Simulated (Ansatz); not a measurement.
**Cl2GeH2O2: molecular dynamics**

Purpose: to follow the molecule's vibrations and see whether its bonds hold. The start is relaxed first. Runs: 500 steps of 1 fs at constant energy, with velocities drawn for 500 K. SMILES of the start: [OH][Ge]([OH])([Cl])[Cl].

Method: RKS B3LYP-D4/def2-SVP, in Ansatz 0.2.0.

### 1 The structure to begin with

Bond lengths: Ge1–O2 1.770 Å, O2–H3 1.010 Å, Ge1–O4 1.770 Å, O4–H5 1.010 Å, Ge1–Cl6 2.218 Å, Ge1–Cl7 2.218 Å. Angles: Ge1–O2–H3 109.5°, O2–Ge1–O4 109.4°, O2–Ge1–Cl6 109.5°, O2–Ge1–Cl7 109.5°, O4–Ge1–Cl6 109.5°, O4–Ge1–Cl7 109.5°, Cl6–Ge1–Cl7 109.5°, Ge1–O4–H5 109.5°.

Coordinates:

```xyz
7

Ge    0.0000    0.0000    0.0000
O     0.0000    0.0000    1.7700
H    -0.9095   -0.2814    2.1071
O     1.6691    0.0000   -0.5894
H     1.9855   -0.9521   -0.7061
Cl   -1.0456    1.8115   -0.7393
Cl   -1.0456   -1.8115   -0.7393
```

### 2 Preparing the start

input.yaml reads:

```yaml
crystal:
  periodic: [false, false, false]
  atoms:
    - { symbol: Ge, position_ang: [0.0, 0.0, 0.0] }
    - { symbol: O, position_ang: [0.0, 0.0, 1.77] }
    - { symbol: H, position_ang: [-0.9095, -0.2814, 2.1071] }
    - { symbol: O, position_ang: [1.6691, 0.0, -0.5894] }
    - { symbol: H, position_ang: [1.9855, -0.9521, -0.7061] }
    - { symbol: Cl, position_ang: [-1.0456, 1.8115, -0.7393] }
    - { symbol: Cl, position_ang: [-1.0456, -1.8115, -0.7393] }
basis:
  gaussian: { orbitals: def2-SVP }
hamiltonian:
  xc: b3lyp
  dispersion: d4
relax:
  f_tol: 0.02
  max_steps: 40
```

On the command line:

```
> ansatz run input.yaml --threads 4 --pin off --max-ram 5120MiB --backend cpu --events-out ev --progress --plain --runs-dir out
```

The runs that follow: The run.

What does the calculation give? Wanted: relaxation of the start; temperature, first and last step; temperature, second half; potential energy, second half; largest change of the total energy; bonds formed or broken.

**Answer**, as computed:

```
                          quantity                         value
           relaxation of the start      19 moves, 0.173 eV lower
                            length             500 steps of 1 fs
  temperature, first and last step                 500 and 253 K
          temperature, second half  mean 263 K, from 73 to 435 K
     potential energy, second half   +22 meV/atom from the start
largest change of the total energy                 1.20 meV/atom
            bonds formed or broken                             0
```

The temperature starts at 500 K and averages 263 K in the second half, where it ranges from 73 to 435 K. About half is expected from a start at a minimum: kinetic energy passes into potential energy until both shares match. The total energy strays from its start by at most 1.20 meV/atom, 5.1 % of the mean kinetic energy, which is poor: the step of 1 fs is too long for the fastest motion. The bonding pattern survives the run. Averages from a run of 500 fs with 7 atoms are rough. The nuclei move classically, without zero-point motion, which matters most for hydrogen.
